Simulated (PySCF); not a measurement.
# C₅H₇F₃S: magnetic properties

What do calculations give for the magnetic properties of C₅H₇F₃S (`FC(F)CSC1(F)CC1`)?

Programs: PySCF 2.14.0, with routines of our own; each step states its level. All values are computed. Atoms count from 0.

### 1 The system as given

16 atoms, charge 0, multiplicity 1; geometry from: GFN2-xTB.

### 2 Magnetic properties: GIAO KT3/pcSseg-1

Job settings and geometry (Å):

```
{"job": {"kind": "mag", "xc": "KT3", "basis": "pcSseg-1", "isotopologues": 0}, "charge": 0, "multiplicity": 1}
F     -3.184682     0.343855    -1.268489
C     -2.784618     0.470917     0.015654
F     -3.720579    -0.164844     0.764223
C     -1.428182    -0.170209     0.239394
S     -0.106733     0.890244    -0.456750
C      1.224859     0.353854     0.618771
F      1.036348     0.772839     1.906707
C      1.885155    -0.973669     0.431732
C      2.626456     0.296360     0.112540
H     -2.807764     1.539476     0.277478
H     -1.258744    -0.258185     1.311930
H     -1.399929    -1.151885    -0.235220
H      1.550897    -1.594389    -0.384577
H      2.159769    -1.515529     1.324154
H      2.795626     0.551264    -0.921350
H      3.404521     0.618844     0.787360
```

Method: GIAO KT3/pcSseg-1 magnetisability, rotational g tensor and spin-rotation constants, non-relativistic, gas phase.

Launch:

```console
$ OMP_NUM_THREADS=1 python excited_run.py task.json out
```

The driver reads the jobs from task.json and runs them one after another.

Log:

```text
coarse grid: 14656 points
cycle   1  E = -901.5380161534  dE =  1.172e+00  |g| = 1.057e+00  |ddm| = 3.630e+00
cycle   2  E = -901.1653595945  dE =  3.727e-01  |g| = 1.862e+00  |ddm| = 1.999e+00
cycle   3  E = -901.7107630985  dE = -5.454e-01  |g| = 1.633e-01  |ddm| = 1.415e+00
cycle   4  E = -901.7163674815  dE = -5.604e-03  |g| = 6.137e-02  |ddm| = 2.136e-01
cycle   5  E = -901.7171380590  dE = -7.706e-04  |g| = 2.114e-02  |ddm| = 6.230e-02
cycle   6  E = -901.7172304239  dE = -9.236e-05  |g| = 5.367e-03  |ddm| = 2.677e-02
cycle   7  E = -901.7172353630  dE = -4.939e-06  |g| = 1.406e-03  |ddm| = 5.806e-03
final grid: 140208 points
cycle   8  E = -901.8610727724  dE = -2.726e-04  |g| = 3.865e-02  |ddm| = 6.503e-02
cycle   9  E = -901.8605989607  dE =  4.738e-04  |g| = 6.741e-02  |ddm| = 6.625e-02
cycle  10  E = -901.8612767481  dE = -6.778e-04  |g| = 3.507e-03  |ddm| = 4.591e-02
cycle  11  E = -901.8612788829  dE = -2.135e-06  |g| = 1.294e-03  |ddm| = 4.038e-03
cycle  12  E = -901.8612791646  dE = -2.817e-07  |g| = 2.992e-04  |ddm| = 1.132e-03
cycle  13  E = -901.8612791810  dE = -1.639e-08  |g| = 5.222e-05  |ddm| = 2.886e-04
cycle  14  E = -901.8612791814  dE = -3.936e-10  |g| = 2.605e-05  |ddm| = 6.095e-05
converged SCF energy = -901.8612791814

Magnetisability tensor (1e-30 J/T^2)
    -1419.57        3.14      -33.01
        3.14    -1329.22      -16.46
      -33.01      -16.46    -1560.56
isotropic -1436.45   principal values   -1568.90  -1412.74  -1327.71
isotropic susceptibility -86.505 1e-6 cm^3/mol

Inertial axes            a          b          c
rot. const./GHz      3.1314     0.6408     0.5969
chi total           -86.323    -92.547    -80.646
chi diamagnetic    -472.007  -1848.371  -1955.936
chi paramagnetic    385.684   1755.824   1875.290
quadrupole/D A       -0.293     -2.611      2.904
g nuclear            0.5409     0.5254     0.5187
g electronic        -0.5674    -0.5285    -0.5259
g total             -0.0265    -0.0031    -0.0072

Spin-rotation constants (kHz, H = +C I.J)
atom  isotope        aa         bb         cc
  0    19F        3.030      0.593      0.742
  2    19F        3.125      0.532      0.900
  6    19F        2.203      0.402      0.512
  9     1H       -0.268     -0.065      0.046
 10     1H       -0.255      0.016     -0.069
 11     1H       -0.309     -0.068      0.024
 12     1H       -0.281     -0.051     -0.023
 13     1H       -0.306     -0.016     -0.047
 14     1H       -0.334      0.008     -0.067
 15     1H       -0.018     -0.062     -0.059
  1    13C*       0.929      0.183      0.186
  3    13C*       0.524      0.118      0.112
  4    33S*       0.612      0.213      0.204
  5    13C*       0.942      0.113      0.166
  7    13C*       0.436      0.069      0.112
* in the singly substituted isotopologue
```

Run time: 41 s. Hardware: 1 thread of AMD EPYC 9R14, shared host; peak memory 0.75 GiB.

From this job:

```csv
quantity,value
magnetisability,-1436·10⁻³⁰ J/T²
molar susceptibility,-86.5·10⁻⁶ cm³/mol
"rotational g (a, b, c)","-0.0265, -0.0031, -0.0072"
```

Orbitals, density, ELF and potential are computed afterwards from the orbital file.

Frontier orbitals at KT3/pcSseg-1, with the share of their density that lies nearest to each atom:

```csv
orbital,energy (eV),lies on
HOMO,-6.03,S4 75 %
LUMO,-0.67,"S4 45 %; C3, C5 about 11 % each; H10, H14 about 6 % each"
```

ELF in a plane through or near 5 of the atoms.

Ten even steps from '0' (0.00) to '9' (1.00):
```
0000000000000000000000000000
0000000000000000000000000000
0000000000000000000000000000
0000000000000255200000000000
0000000000000487500575000000
0000045311000488600999500000
0000599843321488502999600000
0001899976654366202998100000
0001899966414433222783000000
0000489733315314655344552000
0000023212665217875367873000
0000000134664029984173584000
0000000699642028872178862000
0000003999831002420057630000
0000003999710000000012200000
0000001799400000000000000000
0000000022000000000000000000
0000000000000000000000000000
0000000000000000000000000000
0000000000000000000000000000
```
The map spans 12.5 Å across and 8.2 Å up, centred on the molecule. Atoms in the plane (x, y in Å): F2 (3.7, -0.6), C5 (-1.2, 0.4), H9 (2.9, 1.2), H13 (-2.3, -1.5), H15 (-3.4, 0.8).

On the surface of density 0.002 e/bohr³ the electrostatic potential runs, from the 1st to the 99th percentile, from -0.76 V near F2 to 1.02 V near H9.

### 3 Magnetic properties: GIAO PBE/3-21G

Settings changed since step 2:

```diff
@@ -1,2 +1,2 @@
-{"job": {"kind": "mag", "xc": "KT3", "basis": "pcSseg-1", "isotopologues": 0}, "charge": 0, "multiplicity": 1}
+{"job": {"kind": "mag", "xc": "PBE", "basis": "3-21G", "scf": {"damp": 0.2}}, "charge": 0, "multiplicity": 1}
 F     -3.184682     0.343855    -1.268489
```

Method: GIAO PBE/3-21G magnetisability, rotational g tensor and spin-rotation constants, non-relativistic, gas phase.

Log:

```text
damping 0.20 in the first 6 cycles
final grid: 140208 points
cycle   1  E = -886.8827033828  dE =  7.532e-01  |g| = 8.383e-01  |ddm| = 4.175e+00
cycle   2  E = -886.8449436661  dE =  3.776e-02  |g| = 1.003e+00  |ddm| = 1.610e+00
cycle   3  E = -886.7916607268  dE =  5.328e-02  |g| = 1.133e+00  |ddm| = 1.676e+00
cycle   4  E = -886.6496921349  dE =  1.420e-01  |g| = 1.465e+00  |ddm| = 2.199e+00
cycle   5  E = -886.5368614375  dE =  1.128e-01  |g| = 1.652e+00  |ddm| = 2.657e+00
cycle   6  E = -884.6450159885  dE =  1.892e+00  |g| = 3.701e+00  |ddm| = 5.473e+00
cycle   7  E = -882.8760613176  dE =  1.769e+00  |g| = 4.807e+00  |ddm| = 7.465e+00
cycle   8  E = -886.9743004942  dE = -4.098e+00  |g| = 3.809e-01  |ddm| = 3.888e+00
cycle   9  E = -886.9883702194  dE = -1.407e-02  |g| = 3.396e-01  |ddm| = 9.749e-01
cycle  10  E = -887.0125041044  dE = -2.413e-02  |g| = 6.897e-02  |ddm| = 4.744e-01
cycle  11  E = -887.0133913582  dE = -8.873e-04  |g| = 2.651e-02  |ddm| = 8.175e-02
cycle  12  E = -887.0135506479  dE = -1.593e-04  |g| = 4.781e-03  |ddm| = 3.388e-02
cycle  13  E = -887.0135537963  dE = -3.148e-06  |g| = 2.112e-03  |ddm| = 6.106e-03
cycle  14  E = -887.0135546569  dE = -8.606e-07  |g| = 4.303e-04  |ddm| = 2.353e-03
cycle  15  E = -887.0135546926  dE = -3.569e-08  |g| = 2.063e-04  |ddm| = 8.273e-04
cycle  16  E = -887.0135547010  dE = -8.449e-09  |g| = 2.769e-05  |ddm| = 2.436e-04
cycle  17  E = -887.0135547012  dE = -1.796e-10  |g| = 1.184e-05  |ddm| = 6.460e-05
converged SCF energy = -887.0135547012

Magnetisability tensor (1e-30 J/T^2)
    -1466.39       41.32      -35.04
       41.32    -1366.09      -15.66
      -35.04      -15.66    -1563.82
isotropic -1465.44   principal values   -1575.14  -1473.27  -1347.90
isotropic susceptibility -88.251 1e-6 cm^3/mol

Inertial axes            a          b          c
rot. const./GHz      3.1314     0.6408     0.5969
chi total           -89.094    -92.722    -82.936
chi diamagnetic    -472.121  -1847.455  -1955.028
chi paramagnetic    383.027   1754.734   1872.091
quadrupole/D A        0.868     -3.198      2.330
g nuclear            0.5409     0.5254     0.5187
g electronic        -0.5635    -0.5282    -0.5250
g total             -0.0226    -0.0028    -0.0063

Spin-rotation constants (kHz, H = +C I.J)
atom  isotope        aa         bb         cc
  0    19F        2.216      0.591      0.556
  2    19F        2.455      0.522      0.698
  6    19F        1.421      0.431      0.381
  9     1H       -0.286     -0.068      0.038
 10     1H       -0.297      0.009     -0.074
 11     1H       -0.339     -0.074      0.018
 12     1H       -0.307     -0.054     -0.027
 13     1H       -0.337     -0.020     -0.053
 14     1H       -0.355      0.006     -0.072
 15     1H       -0.053     -0.065     -0.064
  1    13C*       0.785      0.151      0.161
  3    13C*       0.387      0.091      0.089
  4    33S*       0.531      0.178      0.175
  5    13C*       0.769      0.093      0.138
  7    13C*       0.315      0.052      0.090
* in the singly substituted isotopologue
```

It took 15 s on 1 thread of AMD EPYC 9R14, shared host; peak memory 0.55 GiB.

From this job:

```csv
quantity,value
magnetisability,-1465·10⁻³⁰ J/T²
molar susceptibility,-88.3·10⁻⁶ cm³/mol
"rotational g (a, b, c)","-0.0226, -0.0028, -0.0063"
```

### 4 Magnetic properties side by side

```csv
level,ξ (10⁻³⁰ J/T²),g(a),g(b),gap (eV),functions,time
GIAO KT3/pcSseg-1,-1436,-0.0265,-0.0031,5.36,195,41 s
GIAO PBE/3-21G,-1465,-0.0226,-0.0028,5.79,99,15 s
```

### 5 Summary of results

```
                                          quantity                      value
       magnetisability (step 2, GIAO KT3/pcSseg-1)           -1436·10⁻³⁰ J/T²
  molar susceptibility (step 2, GIAO KT3/pcSseg-1)         -86.5·10⁻⁶ cm³/mol
rotational g (a, b, c) (step 2, GIAO KT3/pcSseg-1)  -0.0265, -0.0031, -0.0072
             surface potential, 1st and 99th percentile         -0.76 V and 1.02 V
                   magnetisability over the levels  -1465 to -1436·10⁻³⁰ J/T²
```

**Reading.** By nearest atom (KT3/pcSseg-1), the HOMO sits on S4 75 % and the LUMO on S4 45 %; C3, C5 about 11 % each. The magnetisability spreads by 2.0 % over 2 levels, from GIAO PBE/3-21G (15 s) to GIAO KT3/pcSseg-1 (41 s); the runs took 15 s to 41 s. Two levels can agree by chance, so this spread shows no convergence. Vibrational averaging and real surroundings are missing from these values.
